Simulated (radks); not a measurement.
# Valence configurations of Sm²⁺

An exercise on one series of results from a longer session: the logs are not shown, and one member is left open.

Program: radks (a radial shooting solver on a logarithmic mesh, Libxc functionals) version 1. Level of theory: Dirac Kohn-Sham, BLYP, spin-unpolarised, spherical densities, point nucleus; open shells fill j = l - 1/2 first. These are calculated values, not measurements, unless marked.

## What is computed

| Property | Result |
| --- | --- |
| element | samarium (Z = 62) |
| charge | +2 |
| electrons | 60 |
| configuration | [Xe] 4f6 |
| others tried | 4f5 5d1; 4f5 6s1; 4f4 5d2; 4f4 6p2; 4f5 6p1; 4f5.5 5d0.5; 4f5.5 6p0.5; 4f4.5 5d0.5 6s1; 4f5.5 6s0.5 |

The first run:

Input:

```text
Z 62
configuration [Xe] 4f6
relativity Dirac
functional b88,lyp
spin unpolarised
j_filling energy
nucleus point
c 137.035999084
```

Among the steps run: [Xe] 4f6.

One of the session's tables, all rows but one given; the rest of the session is left out.

It belongs to the step «[Xe] 4f6». Sizes of the orbitals, from the radial functions (bohr):

```
level     <r>  outermost maximum (interpolated)  90 % within  nodes
4p3/2       ?                                 ?            ?      ?
4d3/2  0.6653                             0.583         1.00      1
4d5/2  0.6757                             0.591         1.02      1
5s1/2   1.409                              1.26         2.03      4
5p1/2   1.588                              1.38         2.33      3
5p3/2   1.681                              1.46         2.47      3
4f5/2  0.9915                             0.612         1.75      0
4f7/2   1.009                             0.617         1.78      0
```

Q: Estimate the row for 4p3/2 from the others.

As computed: <r>: 0.6225; outermost maximum (interpolated): 0.571; 90 % within: 0.906; nodes: 2. In the column «<r>» it is the lowest.
